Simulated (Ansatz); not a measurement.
# CH6HfO3S: the cost of one run

The runs use Ansatz 0.2.0, Gaussian basis; the settings change from run to run.

**1. The molecule**

The structure was relaxed beforehand with PBE0-D4 in a triple-zeta def2 set. Hf takes a core potential in def2 sets; no spin-orbit term is included.

SMILES `C[S][Hf]([OH])([OH])[OH]`, 12 atoms, charge 0, spin multiplicity 1.

Atoms are counted from 1 here; the program's logs count them from 0.

Bond lengths: C1–S2 1.827 Å, C1–H7 1.090 Å, C1–H8 1.091 Å, C1–H9 1.090 Å, S2–Hf3 2.459 Å, Hf3–O4 1.929 Å, Hf3–O5 1.919 Å, Hf3–O6 1.925 Å, O4–H10 0.952 Å, O5–H11 0.952 Å, O6–H12 0.951 Å. Angles: S2–C1–H7 107.5°, S2–C1–H8 111.7°, S2–C1–H9 111.0°, H7–C1–H8 108.2°, H7–C1–H9 108.7°, H8–C1–H9 109.7°, C1–S2–Hf3 98.0°, S2–Hf3–O4 107.7°, S2–Hf3–O5 105.8°, S2–Hf3–O6 108.1°, O4–Hf3–O5 112.6°, O4–Hf3–O6 108.7°, O5–Hf3–O6 113.5°, Hf3–O4–H10 154.2°, Hf3–O5–H11 159.9°, Hf3–O6–H12 159.4°.

**2. wB97X-V/ANO-RCC-VTZP**

Set apart from the defaults: high accuracy.

The input, in.yaml:

```yaml
crystal:
  periodic: [false, false, false]
  atoms:
    - {symbol: C, position_ang: [-2.013815, 0.129772, 1.020139]}
    - {symbol: S, position_ang: [-1.369864, -1.241418, -0.000317]}
    - {symbol: Hf, position_ang: [0.818788, -0.263223, -0.547246]}
    - {symbol: O, position_ang: [1.758772, 0.037688, 1.109987]}
    - {symbol: O, position_ang: [1.698895, -1.544836, -1.672695]}
    - {symbol: O, position_ang: [0.518476, 1.434336, -1.404200]}
    - {symbol: H, position_ang: [-2.932999, -0.216753, 1.492310]}
    - {symbol: H, position_ang: [-1.311581, 0.411225, 1.806161]}
    - {symbol: H, position_ang: [-2.243445, 0.999730, 0.404960]}
    - {symbol: H, position_ang: [2.365818, -0.194562, 1.805268]}
    - {symbol: H, position_ang: [2.128315, -1.918980, -2.435070]}
    - {symbol: H, position_ang: [0.582650, 2.367031, -1.579286]}
basis:
  gaussian: {orbitals: ANO-RCC-VTZP}
hamiltonian: {xc: {name: wB97X-V}}
accuracy: high
```

Command:

```bash
ansatz run in.yaml --threads 4 --pin off --events-out ev --progress --plain --max-ram 11315MiB
```

Q: Estimate wall time and peak memory on 4 threads of Arm Neoverse V2, shared host.

About 5.4 min, with a peak of 6.8 GiB.
